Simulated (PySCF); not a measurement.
**AlCl₃: singlet, from a trigonal pyramidal start**

Where does singlet AlCl₃ go from a trigonal pyramidal start, is the end point a minimum, and what are its modes, charges and moments?

The runs use PySCF 2.14.0; PBE0, basis Al def2-TZVP, Cl def2-TZVP, no relativity, density fitting.

### 1 The starting structure

4 atoms, charge 0, spin multiplicity 1.

Bond lengths: Al1–Cl2 2.250 Å, Al1–Cl3 2.250 Å, Al1–Cl4 2.250 Å. Angles: Cl2–Al1–Cl3 99.8°, Cl2–Al1–Cl4 99.8°, Cl3–Al1–Cl4 99.8°.

```xyz
4
charge 0 multiplicity 1
Al    0.0000    0.0000   -0.8402
Cl    1.9866    0.0000    0.2161
Cl   -0.9933    1.7205    0.2161
Cl   -0.9933   -1.7205    0.2161
```

### 2 Relaxation: trigonal pyramidal start, singlet

The steps below are one call of a driver around PySCF. For each, scf.py gives the equivalent set-up of the SCF; relaxations use the driver's own optimiser. Before each start the driver seeks the lowest SCF state from one or more starting densities and follows internal instabilities, so scf.py alone need not reach the same state.

The program finds C3v symmetry in the start, which this walk keeps.

Contents of scf.py:

```python
from pyscf import gto, scf, dft
mol = gto.M(atom='''
Al    -0.000000    -0.000000    -0.840203
Cl     1.986631    -0.000027     0.216097
Cl    -0.993292     1.720487     0.216097
Cl    -0.993339    -1.720460     0.216097''',
    basis={'Al': 'def2-TZVP', 'Cl': 'def2-TZVP'},
    charge=0, spin=0)
mf = dft.RKS(mol, xc='PBE0')
mf.grids.atom_grid = (50, 194)
aux = {'Al': 'def2-universal-JKFIT', 'Cl': 'def2-universal-JKFIT'}
mf = mf.density_fit(auxbasis=aux)
mf.kernel()
```

The runs that follow: Is it a minimum? Harmonic modes.

Q: Predict the outcome of this session. Wanted: minimum; geometry; wavenumbers; dipole moment; highest occupied, lowest empty level; polar-tensor charge of Al1; zero-point energy; atomisation energy.

The runs gave:

| quantity | value |
| --- | --- |
| minimum | singlet, D3h |
| geometry | Al–Cl 2.070 Å (×3); Cl–Al–Cl 120.0° (×3) |
| wavenumbers (cm⁻¹) | 144 (e'), 203 (a2''), 387 (a1'), 626 (e') |
| dipole moment | 0.00 D |
| highest occupied, lowest empty level | -9.38, -1.27 eV |
| polar-tensor charge of Al1 | +1.58 e |
| zero-point energy | 12.7 kJ/mol |
| entropy at 298.15 K | 313.2 J/(mol K) |
| atomisation energy (no zero-point energy) | 1278 kJ/mol |

**Reading.** The trigonal pyramidal start (C3v) ends in a minimum of D3h symmetry. In the infrared the band at 626 cm⁻¹ (e') leads. The dipole vanishes although Al1 carries +1.6 e by the polar tensor: the bond dipoles cancel. Only this shape and spin were tried, so other structures or states may lie lower.
